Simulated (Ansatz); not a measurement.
**FGeH₃OSi: small, medium and large basis sets**

Aim: see how fast density functionals converge with the basis set for FGeH₃OSi.

Method: one geometry, several basis sets; program: Ansatz 0.2.0, Gaussian basis.

The runs, in order: PBE0-D4/def2-SVP; ωB97M-V/def2-SVP; PBE0-D4/def2-QZVPP; ωB97M-V/def2-QZVPP; the functionals' def2-TZVPP values are taken from earlier runs.

## Step 1: The geometry

All runs share one geometry, relaxed beforehand with PBE0-D4 in a triple-zeta def2 set.

SMILES `[F][Ge][O][SiH3]`, 7 atoms, charge 0, spin multiplicity 1.

Atoms are counted from 1 here; the program's logs count them from 0.

Bond lengths: F1–Ge2 1.764 Å, Ge2–O3 1.767 Å, O3–Si4 1.653 Å, Si4–H5 1.484 Å, Si4–H6 1.485 Å, Si4–H7 1.485 Å. Angles: F1–Ge2–O3 97.7°, Ge2–O3–Si4 137.3°, O3–Si4–H5 107.6°, O3–Si4–H6 110.5°, O3–Si4–H7 110.5°, H5–Si4–H6 109.3°, H5–Si4–H7 109.3°, H6–Si4–H7 109.5°.

## Step 2: PBE0-D4 in def2-SVP

Contents of in.yaml:

```yaml
crystal:
  periodic: [false, false, false]
  atoms:
    - {symbol: F, position_ang: [0.890026, -1.599508, 1.603397]}
    - {symbol: Ge, position_ang: [-0.347298, -2.244761, 0.524792]}
    - {symbol: O, position_ang: [-0.643985, -0.769820, -0.402737]}
    - {symbol: Si, position_ang: [-0.078482, 0.783745, -0.427166]}
    - {symbol: H, position_ang: [-0.796317, 1.505014, -1.507400]}
    - {symbol: H, position_ang: [-0.342184, 1.454231, 0.871234]}
    - {symbol: H, position_ang: [1.379539, 0.802998, -0.707721]}
basis:
  gaussian: {orbitals: def2-SVP}
hamiltonian: {xc: pbe0, dispersion: d4}
output: {orbitals: {seedname: orbitals}}
```

Launch:

```bash
> ansatz run in.yaml --threads 4 --pin off --events-out ev --progress --plain --max-ram 10444MiB
```

The runs that follow: ωB97M-V in def2-SVP; PBE0-D4 in def2-QZVPP; ωB97M-V in def2-QZVPP.

Q: Predict the results of all the runs planned. Wanted: PBE0-D4: double and triple zeta above quadruple; ωB97M-V: double and triple zeta above quadruple.

**Answer**, as computed:

| quantity | value |
| --- | --- |
| PBE0-D4: double and triple zeta above quadruple | 17.87, 1.79 eV |
| ωB97M-V: double and triple zeta above quadruple | 17.92, 1.71 eV |

For PBE0-D4 the step from double to triple zeta gains 16.08 eV and the next only 1.79 eV. Total energies overstate the basis error of differences, where much of it tends to cancel.
